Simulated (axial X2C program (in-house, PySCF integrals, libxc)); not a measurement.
# BrCo⁺: properties at the nuclei

Wanted for BrCo⁺: properties at the nuclei, at the two-component level.

Program: an in-house X2C program for linear molecules on PySCF integrals. Level of theory: two-component X2C with atomic mean-field terms, Br dyall-cv3z, Co dyall-cv3z. These are calculated values, not measurements.

## 1. The job

Contents of task.json:

```json
{"zs": [35, 27], "q": 1, "bas": ["dyall-cv3z", "dyall-cv3z"], "r0": 2.25, "levels": ["PBE0", "HF", "TPSSh", "r2SCAN", "PBE"], "nst": 3}
```

Keys: zs atomic numbers; q charge; bas basis sets; r0 starting distance in Å; levels methods (HF also brings MP2); nst determinants followed.

The run is started by

```bash
$ python soeom.py task.json out
```

The runs that follow: Expectation values, lowest determinant; Expectation values, a higher determinant; Expectation values, a higher determinant.

Before running it: what results should come out? Wanted: lowest determinant; Eeff magnitude; Ws magnitude Br; A∥/gI Br; qzz Br; higher determinant (for each run or level that gives them).

**Answer**, as computed:

| quantity | value |
| --- | --- |
| lowest determinant | Ω = 7/2 (excess of +ω over −ω: ω = -1/2, ω = 3/2, ω = 5/2) |
| Eeff magnitude (GV/cm), PBE0 | 0.274 |
| Ws magnitude Br (kHz), PBE0 | 0.00108 |
| A∥/gI Br (MHz), PBE0 | -34.5 |
| qzz Br (a.u.), PBE0 | 2.41 |
| higher determinant | Ω = 1/2 (excess of +ω over −ω: ω = 1/2) |
| Eeff magnitude (GV/cm), PBE0, higher determinant | 0.258 |
| Ws magnitude Br (kHz), PBE0, higher determinant | 0.0098 |
| A∥/gI Br (MHz), PBE0, higher determinant | 57.3 |
| qzz Br (a.u.), PBE0, higher determinant | 2.35 |
| higher determinant | Ω = 5/2 (excess of +ω over −ω: ω = 5/2) |
| Eeff magnitude (GV/cm), PBE0, higher determinant | 0.63 |
| Ws magnitude Br (kHz), PBE0, higher determinant | 0.022 |
| A∥/gI Br (MHz), PBE0, higher determinant | -215 |
| qzz Br (a.u.), PBE0, higher determinant | 2.92 |

**Reading.** In the first state, the effective field runs from 0.206 to 0.427 GV/cm over the mean-field levels, so the levels don't agree on it. The expectation values come from single determinants, which for open shells can mix terms of unlike spin or miss the lowest Ω, so a determinant need not be a state. Eeff is the effective electric field on the electron dipole moment in this Ω state and Ws the scalar–pseudoscalar constant (defined with the proton number Z and per Ω); A∥ is the parallel hyperfine constant, which follows by multiplying with the nuclear g factor gI = μI/(I μN); qzz is the electric field gradient, eQq0 = 234.96 MHz × Q/barn × qzz. The operators were transformed with the bare-nucleus X2C matrices.
